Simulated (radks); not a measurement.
**Ionisation of Kr: one atom, several choices of exchange strength α**

The task here is to estimate one member of a computed series from the others.

Method: scalar-relativistic Kohn-Sham, spin-polarised, spherical densities, finite nucleus; open shells are filled with parallel spins first. Code: radks (a radial shooting solver on a logarithmic mesh, Libxc functionals) version 1.

**What is computed**

- element: krypton (Z = 36)
- charge: 0
- electrons: 36
- configuration: [Kr]
- ion: Kr⁺, [Ar] 3d10 4s2 4p5
- choices: α = 0.64; α = 0.667; α = 0.671; α = 0.676; α = 0.717; α = 0.731; α = 0.891; α = 0.914

The outer shells:

Kr
```
[Ar] core
3d [↑↓][↑↓][↑↓][↑↓][↑↓]
4s [↑↓]
4p [↑↓][↑↓][↑↓]
```

Kr⁺
```
[Ar] core
3d [↑↓][↑↓][↑↓][↑↓][↑↓]
4s [↑↓]
4p [↑↓][↑↓][↑ ]
```

The first run:

Input:

```text
Z 36
configuration [Kr]
relativity scalar-relativistic
functional xalpha 0.64
spin polarised
nucleus finite rms 4.1884 fm
c 137.035999084
```

Among the steps run: α = 0.64: Kr.

One table of the session follows, with a row left open; its other results are not shown here.

It belongs to the step «α = 0.64: Kr». From the orbitals of this run (lengths in bohr):

| level | <r> | outermost maximum (interpolated) | 90 % within | nodes |
| --- | --- | --- | --- | --- |
| 1s | 0.04155 | 0.0271 | 0.0743 | 0 |
| 2s | 0.1839 | 0.155 | 0.284 | 1 |
| 2p | 0.1604 | 0.124 | 0.262 | 0 |
| 3s | 0.5322 | 0.468 | 0.792 | 2 |
| 3p | 0.5424 | 0.464 | 0.828 | 1 |
| 3d | ? | ? | ? | ? |
| 4s | 1.576 | 1.34 | 2.35 | 3 |
| 4p | 1.976 | 1.55 | 3.08 | 2 |

Q: Estimate the row for 3d from the others.

The run gave: <r>: 0.5582; outermost maximum (interpolated): 0.411; 90 % within: 0.916; nodes: 0. In the column «<r>» it lies between 3p (0.5424) and 4s (1.576).

Limits of these values: Open shells are spherical and high-spin; term and fine-structure splittings are not resolved.
